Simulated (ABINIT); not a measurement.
The system is MnPt2.

```xyz
3
Lattice="2.8584 0.0000 0.0000 -1.4292 2.4755 0.0000 0.0000 0.0000 6.5325" Properties=species:S:1:pos:R:3 pbc="T T T"
Pt    1.4292    0.8252    2.0656
Pt    0.0000    1.6503    4.4669
Mn    0.0000    0.0000    0.0000
```

The cell comes from a database or a generator and needn't be the stable form of this composition.

Base run:

- Program: ABINIT 10.8.3 (patched build)
- Functional: PBE
- Potentials or basis: JTH PAW PBE v2.0
- Cutoff: 707 eV
- k mesh: 11 × 11 × 4
- Occupations: fermi-dirac, width 0.05 eV
- Spin: collinear spin, ferromagnetic start
- Starting moments: [0.0, 0.0, 4.0] μB

Its results: band gap on the k mesh none (metal or under the smearing width); pressure -0.1 GPa; net moment 4.56 μB per cell; site moments Pt +0.32; Mn +3.67 μB; largest force 0.042 eV/Å.

The run is repeated on the same cell with these changes: functional from PBE to PBEsol; k mesh from 11 × 11 × 4 to 9 × 9 × 3. What comes out?

Band gap on the k mesh none (metal or under the smearing width); pressure -8.5 GPa; net moment 4.46 μB per cell; site moments Pt +0.29; Mn +3.63 μB; largest force 0.095 eV/Å.

Several settings changed at once, so the effect can't be laid on one alone.

Caveats: the PAW data sets were made with another functional, which shifts forces and pressure a little (some runs).

Not every run made on this cell is shown here.
